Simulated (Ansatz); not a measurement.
HfB2, space group P6/mmm, Fermi-surface readings

With Ansatz 0.2.0, Python API.

The script reads `POSCAR_hfb2`:
```text
HfB2
1.0
   3.14000000    0.00000000    0.00000000
  -1.57000000    2.71931977    0.00000000
   0.00000000    0.00000000    3.48000000
Hf B
1 2
Direct
   0.00000000    0.00000000    0.00000000
   0.33333333    0.66666667    0.50000000
   0.66666667    0.33333333    0.50000000
```

Notebook, run cell by cell (the value of a cell's last expression is shown):

```python
import warnings

import ansatz as az
from ase.io import read
```

```python
warnings.simplefilter("ignore", az.DeckWarning)

atoms = read("POSCAR_hfb2", format="vasp")
system = az.Crystal.from_ase(atoms)
```

```python
system.resolved().sites[-1]
```

    Site(symbol='B', position=(0.6666666700000001, 0.33333333, 0.5), moment=None, axis=None, held=None, saved=None)

```python
setup = system.calculation()
setup = setup.occupations(az.OccupationsMethod.GAUSSIAN)
setup = setup.pseudopotentials("paw")
setup = setup.kpoints(9, 9, 7)
setup = setup.functional("PBE")
setup = setup.basis(16 * az.Ha).eigenstates(nscf_kmesh=(12, 12, 10), level_slopes=True)
surface = setup.run(threads=1, pin="off").fermi_surface().to_plain()
for way, reading in surface.items():
    if reading:
        rho_lambda = [f"{v:.3e}" for v in reading["resistivity_times_mean_free_path_ohm_m2"]]
        print(f"{way:24s} area {reading['spin_summed_area_per_ang2']:8.3f} 1/A^2  rho*lambda (ohm m^2) {rho_lambda}")
```

    by_tetrahedra            area    9.288 1/A^2  rho*lambda (ohm m^2) ['3.176e-15', '3.176e-15', '3.549e-15']
    by_slopes                area   14.161 1/A^2  rho*lambda (ohm m^2) ['2.013e-15', '2.013e-15', '2.524e-15']
    on_every_second_point    area    2.532 1/A^2  rho*lambda (ohm m^2) ['1.137e-14', '1.137e-14', '1.380e-14']

For a metal this k-point mesh is coarse: on a finer one energies can move by several to tens of meV an atom and pressures by half a GPa or more, differences at one mesh by less. Spin-orbit coupling, which matters for elements this heavy, is left out. The structure is a deposited one; some such entries were measured under pressure or heat, so a shift against it needn't be the functional's error alone. The three readings differ by the mesh error. Run time: 4.4 s on 1 thread of Arm Neoverse V2 (shared host), peak memory 0.41 GiB.

(Lines on the test bed's own set-up are left out of the output.)
